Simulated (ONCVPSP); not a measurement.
# An ONCV potential for chlorine, from input to tests

Do these settings give a usable potential? It is generated, then checked for transferability, scattering, ghosts and hardness.

The numbers are computed with ONCVPSP 4.0.1.1 (patched build) (PBE, scalar-relativistic, spin-unpolarised reference atom).

## (1) The atom and the settings

The settings as typed:

* element: chlorine (Cl, Z = 17)
* type: optimised norm-conserving Vanderbilt (ONCV)
* frozen core: [Ne]
* valence charge: 7
* reference configuration: 3s2 3p5
* partial waves: 3s: rc 1.05 bohr, ncon 5, nbas 9, qcut 6.5 1/bohr, 2 projectors, debl 1.9 Ha; 3p: rc 1.45 bohr, ncon 4, nbas 9, qcut 5.2 1/bohr, 2 projectors, debl 2.6 Ha; d scattering state at 0.34 Ha: rc 1.40 bohr, ncon 4, nbas 8, qcut 6 1/bohr, 3 projectors, debl 2.6 Ha
* local potential: polynomial inside 0.95 bohr (lpopt 4, dvloc0 3 Ha)
* core correction: polynomial model core, fcfact 0.2

## (2) The generation run

Input file Cl.dat:

```
# ATOM AND REFERENCE CONFIGURATION
# atsym  z   nc   nv     iexc    psfile
  Cl 17.00    3    2        4      upf
#
#   n    l    f
    1    0    2.00
    2    0    2.00
    2    1    6.00
    3    0    2.00
    3    1    5.00
#
# PSEUDOPOTENTIAL AND OPTIMIZATION
# lmax
    2
#
#   l,   rc,      ep,       ncon, nbas, qcut
    0    1.05    0.00    5    9    6.50
    1    1.45    0.00    4    9    5.20
    2    1.40    0.34    4    8    6.00
#
# LOCAL POTENTIAL
# lloc, lpopt,  rc(5),   dvloc0
    4    4    0.95    3.00
#
# VANDERBILT-KLEINMAN-BYLANDER PROJECTORs
# l, nproj, debl
    0    2    1.90
    1    2    2.60
    2    3    2.60
#
# MODEL CORE CHARGE
# icmod, fcfact, rcfact
    1    0.20    0.00
#
# LOG DERIVATIVE ANALYSIS
# epsh1, epsh2, depsh
   -2.00    5.00    0.02
#
# OUTPUT GRID
# rlmax, drl
    6.00    0.01
#
# TEST CONFIGURATIONS
# ncnf
    4
# nvcnf
#   n    l    f
    2
    3    0    2.00
    3    1    4.00
#
    2
    3    0    2.00
    3    1    3.00
#
    2
    3    0    2.00
    3    1    2.00
#
    2
    3    0    2.00
    3    1    1.00
#
```

Started as:

```
$ oncvpsp.x < Cl.dat > Cl.out
```

What does the calculation give? Wanted: cutoffs for 1 and 0.1 mHa per electron, occupied waves; bound ghosts; GHOST(+) flags; largest test error; largest phase difference near zero energy, channels read; rms error of d²Exc/dn², without and with the model core.

As calculated:

```
                                                quantity                      value
  cutoffs for 1 and 0.1 mHa per electron, occupied waves          181 Ha and 211 Ha
                                            bound ghosts            s at -221.14 eV
                                          GHOST(+) flags  d at 228 eV, d at 1933 eV
                            largest test error (AE − PS)      +113 meV, for 3s2 3p1
largest phase difference near zero energy, channels read                  0.000 rad
 rms error of d²Exc/dn², without and with the model core          1.46 and 0.33 mHa
```

It has a bound ghost (s), a state that the atom doesn't have, and that rules the file out. The worst unpolarised test, 3s2 3p1, is off by 113 meV on 129.9 eV; by total energies transferability rates as fair for so large an energy. That test lies far up in energy; among those under 40 eV, nearer to bonding, the largest error is 8.3 meV. By its cutoff, 181 Ha for the looser tolerance, it is very hard. At the looser tolerance the 3s wave is the slowest; 3p needs 7 Ha. Near zero energy the phases of the channels with partial waves agree within 0.001 rad. The program also flags highly localised states, GHOST(+) (d).
